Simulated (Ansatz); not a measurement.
# Cr (Chromium): a single-point run

Wanted: a converged single-point run for Cr (Chromium), and a check of what comes out. The structure is shown as the input types it.

Method: DFT, r2SCAN, PAW with Ansatz's default frozen-core files, scalar-relativistic, in Ansatz 0.2.0.

### Step 1. The starting structure

The structure is cubic, space group Im-3m (No. 229). Conventional cell: a = 2.884 Å, b = 2.884 Å, c = 2.884 Å, α = 90.00°, β = 90.00°, γ = 90.00°. Cr (site symmetry m-3m) is surrounded by 8 Cr at 2.50 Å.

Structure file:

```cif
data_structure
_symmetry_space_group_name_H-M 'Im-3m'
_symmetry_Int_Tables_number 229
_cell_length_a 2.8839
_cell_length_b 2.8839
_cell_length_c 2.8839
_cell_angle_alpha 90.000
_cell_angle_beta 90.000
_cell_angle_gamma 90.000
_cell_volume 23.99
loop_
_atom_site_label
_atom_site_type_symbol
_atom_site_symmetry_multiplicity
_atom_site_Wyckoff_symbol
_atom_site_fract_x
_atom_site_fract_y
_atom_site_fract_z
_atom_site_occupancy
Cr1 Cr 2 a 0.00000 0.00000 0.00000 1
```

### Step 2. Running it

Input file input.yaml:

```yaml
crystal:
  lattice:
    - [-1.44195, 1.44195, 1.44195]
    - [1.44195, -1.44195, 1.44195]
    - [2.8839, 2.8839, 0.0]
  atoms:
    - { symbol: Cr, position: [0.0, 0.0, 0.0], spin: 3.0 }
    - { symbol: Cr, position: [0.5, 0.5, 0.5], spin: 3.0 }
magnetization:
  spin_polarized: true
kpoints:
  mp_grid: { grid: [13, 13, 8] }
scf:
  occupations: { method: fermi_dirac, width: 0.08 }
  lower_state_search: "off"
  max_iter: 80
hamiltonian:
  xc: r2scan
  pseudopotentials: { kind: paw }
output:
  forces: true
  stress: true
  eigenvalues: true
  populations: true
basis:
  ecutwfc: "50 eV"
```

On the command line:

```bash
$ ansatz run input.yaml --threads 1 --pin off --max-ram 3072MiB --backend cpu --events-out ev --progress --plain --runs-dir out
```

**Question.** How will this run end, and is anything wrong with its input?

Nothing was computed: the input was turned down at the start. The line that matters: «inconsistent input (basis.ecutwfc, kpoints): the smallest per-k basis, n_pw = 16 plane waves (k-point 114, counted from 0 among those solved) ...»

In the input, basis.ecutwfc is 50 eV. With so few plane waves the basis is incomplete by a wide margin. At this value the smallest basis holds 16 plane waves, fewer than the 17 bands to be solved.

Fix: delete basis.ecutwfc (the default then holds).
